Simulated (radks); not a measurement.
# Spin polarisation of the 5p shell in In

An exercise on one series of results from a longer session: the logs are not shown, and one member is left open.

Program: radks (a radial shooting solver on a logarithmic mesh, Libxc functionals) version 1. Level of theory: non-relativistic Kohn-Sham, PBEsol, spin-polarised, spherical densities, point nucleus. These are calculated values, not measurements, unless marked.

**The atom as given**

- element: indium (Z = 49)
- charge: 0
- electrons: 49
- configuration: [Kr] 4d10 5s2 5p(up 0.5, down 0.5)

A shell typed twice in an input gives spin up, then spin down.

The first run:

The run's settings:

```text
Z 49
configuration [Kr] 4d10 5s2 5p0.5 5p0.5
relativity non-relativistic
functional pbe_sol,pbe_sol
spin polarised
nucleus point
```

Steps of the session up to this table: No moment.

One of the session's tables, all rows but one given; the rest of the session is left out.

It belongs to the step «No moment». Radial moments (bohr):

```
level     <r>  outermost maximum (interpolated)  90 % within  nodes
   3s  0.3619                             0.328        0.531      2
   3p  0.3531                             0.314        0.530      1
   3d  0.3244                             0.259        0.511      0
   4s  0.8786                             0.796         1.27      3
   4p  0.9352                             0.827         1.38      2
   4d   1.171                             0.926         1.84      1
   5s       ?                                 ?            ?      ?
   5p   3.708                              2.88         5.78      3
```

Estimate the missing values for 5s.

The run gave: <r>: 2.716; outermost maximum (interpolated): 2.25; 90 % within: 4.07; nodes: 4. In the column «<r>» it lies between 4d (1.171) and 5p (3.708).
